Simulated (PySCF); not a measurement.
# Xe, Xe⁺: ionisation energy in cc-pVDZ-PP with ECP28

Wanted: the ionisation energy of xenon, up a ladder of methods.

Program: PySCF 2.14.0. Level of theory: unrestricted determinants in a Gaussian basis, no spin-orbit coupling in the energies. These are calculated values, not measurements, unless marked.

**1. The system**

```
Element                                   : xenon (Z = 54)
Basis                                     : cc-pVDZ-PP with ECP28MDF
Hamiltonian                               : a scalar-relativistic core potential
State 1                                   : Xe: [Xe], closed-shell 1S
State 2                                   : Xe⁺: [Kr] 4d10 5s2 5p5, 2P determinant
Methods                                   : UHF, B3LYP, MN15, MP2, CCSD(T)
Core shells frozen in the correlated runs : valence: 4s2 4p6 4d10 (for Xe)
```

The outer shells:

Xe [Xe]
```
[Kr] core
4d [↑↓][↑↓][↑↓][↑↓][↑↓]
5s [↑↓]
5p [↑↓][↑↓][↑↓]
```

Xe+ [Kr] 4d10 5s2 5p5
```
[Kr] core
4d [↑↓][↑↓][↑↓][↑↓][↑↓]
5s [↑↓]
5p [↑↓][↑↓][↑ ]
```

The runs were made by one driver on top of PySCF. The scripts below sum up each run's settings (the driver also hands on starting orbitals that pick excited configurations, and frozen orbitals as a list rather than a count), and the logs come from the driver's own runs. The driver starts from symmetry-adapted Hartree-Fock orbitals, holds the occupation by maximum overlap and uses a logarithmic radial grid for functionals, so a plain start would take other cycles.

The driver's launch:

```bash
> OMP_NUM_THREADS=1 python atomrun2.py TASK.json OUT
```

The integrals over 23 functions and the set-up took 0.07 s of CPU time.

**2. Xe**

UHF:

Contents of input.py:

```python
from pyscf import gto, scf, dft, mp, cc
import basis_set_exchange as bse
txt = bse.get_basis("cc-pVDZ-PP", elements=["Xe"], fmt="nwchem", header=False)
cut = txt.index("\nECP")
mol = gto.M(atom="Xe 0 0 0", charge=0, spin=0, symmetry="D2h",
            basis=gto.basis.parse(txt[:cut]),
            ecp={"Xe": gto.basis.parse_ecp(txt[cut:])})
mf = scf.UHF(mol)
mf.irrep_nelec = {'Ag': (4, 4), 'B1g': (1, 1), 'B2g': (1, 1), 'B3g': (1, 1), 'B1u': (2, 2), 'B2u': (2, 2), 'B3u': (2, 2)}
mf.kernel()
```

B3LYP:

input.py differs from the last one in:

```diff
@@ -7,3 +7,3 @@
             ecp={"Xe": gto.basis.parse_ecp(txt[cut:])})
-mf = scf.UHF(mol)
+mf = dft.UKS(mol, xc="B3LYP")
 mf.irrep_nelec = {'Ag': (4, 4), 'B1g': (1, 1), 'B2g': (1, 1), 'B3g': (1, 1), 'B1u': (2, 2), 'B2u': (2, 2), 'B3u': (2, 2)}
```

MN15:

input.py differs from the last one in:

```diff
@@ -7,3 +7,3 @@
             ecp={"Xe": gto.basis.parse_ecp(txt[cut:])})
-mf = dft.UKS(mol, xc="B3LYP")
+mf = dft.UKS(mol, xc="MN15")
 mf.irrep_nelec = {'Ag': (4, 4), 'B1g': (1, 1), 'B2g': (1, 1), 'B3g': (1, 1), 'B1u': (2, 2), 'B2u': (2, 2), 'B3u': (2, 2)}
```

MP2 (valence):

input.py differs from the last one in:

```diff
@@ -7,4 +7,5 @@
             ecp={"Xe": gto.basis.parse_ecp(txt[cut:])})
-mf = dft.UKS(mol, xc="MN15")
+mf = scf.UHF(mol)
 mf.irrep_nelec = {'Ag': (4, 4), 'B1g': (1, 1), 'B2g': (1, 1), 'B3g': (1, 1), 'B1u': (2, 2), 'B2u': (2, 2), 'B3u': (2, 2)}
 mf.kernel()
+mp.UMP2(mf, frozen=9).kernel()
```

CCSD(T) (valence):

input.py differs from the last one in:

```diff
@@ -10,2 +10,3 @@
 mf.kernel()
-mp.UMP2(mf, frozen=9).kernel()
+mycc = cc.CCSD(mf, frozen=9).run()
+mycc.ccsd_t()
```

**3. Xe⁺: the ladder of methods**

UHF:

Contents of input.py:

```python
from pyscf import gto, scf, dft, mp, cc
import basis_set_exchange as bse
txt = bse.get_basis("cc-pVDZ-PP", elements=["Xe"], fmt="nwchem", header=False)
cut = txt.index("\nECP")
mol = gto.M(atom="Xe 0 0 0", charge=1, spin=1, symmetry="D2h",
            basis=gto.basis.parse(txt[:cut]),
            ecp={"Xe": gto.basis.parse_ecp(txt[cut:])})
mf = scf.UHF(mol)
mf.irrep_nelec = {'Ag': (4, 4), 'B1g': (1, 1), 'B2g': (1, 1), 'B3g': (1, 1), 'B1u': (2, 2), 'B2u': (2, 2), 'B3u': (2, 1)}
mf.kernel()
```

B3LYP:

input.py differs from the last one in:

```diff
@@ -7,3 +7,3 @@
             ecp={"Xe": gto.basis.parse_ecp(txt[cut:])})
-mf = scf.UHF(mol)
+mf = dft.UKS(mol, xc="B3LYP")
 mf.irrep_nelec = {'Ag': (4, 4), 'B1g': (1, 1), 'B2g': (1, 1), 'B3g': (1, 1), 'B1u': (2, 2), 'B2u': (2, 2), 'B3u': (2, 1)}
```

MN15:

input.py differs from the last one in:

```diff
@@ -7,3 +7,3 @@
             ecp={"Xe": gto.basis.parse_ecp(txt[cut:])})
-mf = dft.UKS(mol, xc="B3LYP")
+mf = dft.UKS(mol, xc="MN15")
 mf.irrep_nelec = {'Ag': (4, 4), 'B1g': (1, 1), 'B2g': (1, 1), 'B3g': (1, 1), 'B1u': (2, 2), 'B2u': (2, 2), 'B3u': (2, 1)}
```

MP2 (valence):

input.py differs from the last one in:

```diff
@@ -7,4 +7,5 @@
             ecp={"Xe": gto.basis.parse_ecp(txt[cut:])})
-mf = dft.UKS(mol, xc="MN15")
+mf = scf.UHF(mol)
 mf.irrep_nelec = {'Ag': (4, 4), 'B1g': (1, 1), 'B2g': (1, 1), 'B3g': (1, 1), 'B1u': (2, 2), 'B2u': (2, 2), 'B3u': (2, 1)}
 mf.kernel()
+mp.UMP2(mf, frozen=9).kernel()
```

CCSD(T) (valence):

input.py differs from the last one in:

```diff
@@ -10,2 +10,3 @@
 mf.kernel()
-mp.UMP2(mf, frozen=9).kernel()
+mycc = cc.CCSD(mf, frozen=9).run()
+mycc.ccsd_t()
```

**Question.** What will these runs give?

The runs gave:

| quantity | value |
| --- | --- |
| ionisation energy, Xe | UHF 11.590, CCSD(T) (valence) 12.068 eV; reference 12.565 |

Each level's miss and price (over 1 difference):

```
           method  mean absolute miss against the measured value (with the measured fine structure taken into account where it is known) (eV)  CPU time, both states (s)
              UHF                                                                                                                       0.976                       0.14
            B3LYP                                                                                                                       0.091                       0.51
             MN15                                                                                                                       0.317                        0.9
    MP2 (valence)                                                                                                                       0.405                       0.14
SCS-MP2 (valence)                                                                                                                       0.470                       0.14
   CCSD (valence)                                                                                                                       0.496                           
CCSD(T) (valence)                                                                                                                       0.497                       0.31
```

**Reading.** B3LYP lands nearest to the measured value (off by 0.09 eV); UHF misses by most (0.98 eV). Hartree-Fock falls short because the species with more electrons holds more correlation energy, which it lacks. The basis is finite, and no extrapolation was made. The dearest level timed, MN15, costs 6.4 times the cheapest, UHF, and differs from the measured value (with the measured fine structure taken into account where it is known) by 0.32 against 0.98 eV.
